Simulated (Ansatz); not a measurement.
# GeAsH (singlet): wave-function methods side by side, cc-pVDZ

Aim: climb from Hartree-Fock through coupled cluster and multireference methods for GeAsH (singlet) at one geometry and basis, and see what each rung misses.

Program: Ansatz 0.2.0, Gaussian basis. Level of theory: cc-pVDZ, core rule «outside noble gas», up to 28 orbitals frozen. These are calculated values, not measurements.

Plan: UHF; CCSD(T) on RHF; CCSD(T) on UHF; BCCD(T) on RHF; CISD; CCSDT(Q) on RHF; CCSDT(Q) on UHF; CCSDTQ on RHF; CCSDTQ on UHF; CASSCF and MRCISD+Q, 10 electrons in 9 orbitals; CASSCF and NEVPT2, 10 electrons in 9 orbitals.

4 further runs of the same task are left out: 4 set aside as unsound or not needed.

### Step 1. The system

The geometry is a PBE0/def2-TZVP stationary point (not a proven minimum). No spin-orbit coupling is included. The filled d shell of Ge, As may be among the frozen orbitals whatever the setting's name suggests; the logs give the count.

3 atoms, charge 0, spin multiplicity 1.

Atoms are counted from 1 here; the program's logs count them from 0.

Bond lengths: Ge1–As2 2.225 Å, As2–H3 1.601 Å. Angles: Ge1–As2–H3 59.3°.

### Step 2. UHF

File in.yaml:

```yaml
crystal:
  periodic: [false, false, false]
  atoms:
    - {symbol: Ge, position_ang: [0.000000, -0.003926, 1.131568]}
    - {symbol: As, position_ang: [0.000000, -0.014557, -1.093316]}
    - {symbol: H, position_ang: [0.000000, 1.365001, -0.281876]}
basis:
  gaussian: {orbitals: cc-pVDZ}
magnetization: {spin_polarized: true, initial_magnetization: 0}
hamiltonian: {xc: hf}
output: {orbitals: {seedname: orbitals}}
```

On the command line:

```bash
ansatz run in.yaml --threads 1 --pin off --events-out ev --progress --plain --max-ram 4096MiB --backend cpu
```

After this run come: CCSD(T) on RHF; CCSD(T) on UHF; BCCD(T) on RHF; CISD; CCSDT(Q) on RHF; CCSDT(Q) on UHF; CCSDTQ on RHF; CCSDTQ on UHF; CASSCF and MRCISD+Q, 10 electrons in 9 orbitals; CASSCF and NEVPT2, 10 electrons in 9 orbitals.

**Question.** What will the summary of the whole plan be? Wanted: RCCSDTQ from the RHF energy; RMP2 from RCCSDTQ; RCCSD from RCCSDTQ; RCCSD(T) from RCCSDTQ; RCCSDT(Q) from RCCSDTQ; NEVPT2 valence from RCCSDTQ; MRCISD+Q valence from RCCSDTQ; T1 diagnostic; effectively unpaired electrons.

As calculated:

```
                         quantity                                value
      RCCSDTQ from the RHF energy                           -6.0152 eV
                RMP2 from RCCSDTQ                         +98.3 kJ/mol
               RCCSD from RCCSDTQ                         +31.9 kJ/mol
            RCCSD(T) from RCCSDTQ                          +4.8 kJ/mol
           RCCSDT(Q) from RCCSDTQ                          -0.1 kJ/mol
      NEVPT2 valence from RCCSDTQ                         +76.0 kJ/mol
    MRCISD+Q valence from RCCSDTQ                          -0.4 kJ/mol
levels within 1 kcal/mol (43 meV)  RCCSDT, RCCSDT(Q), MRCISD+Q valence
                    T1 diagnostic                                0.022
   effectively unpaired electrons                                 0.09
```

In words: RCCSD(T) lands +4.8 kJ/mol from the yardstick (0.8 % of the correlation energy). One determinant dominates. Of the multireference levels listed MRCISD+Q valence comes nearest in total energy (-0.4 kJ/mol), which doesn't show that its space is the better one. These misses are within one basis, not against nature.
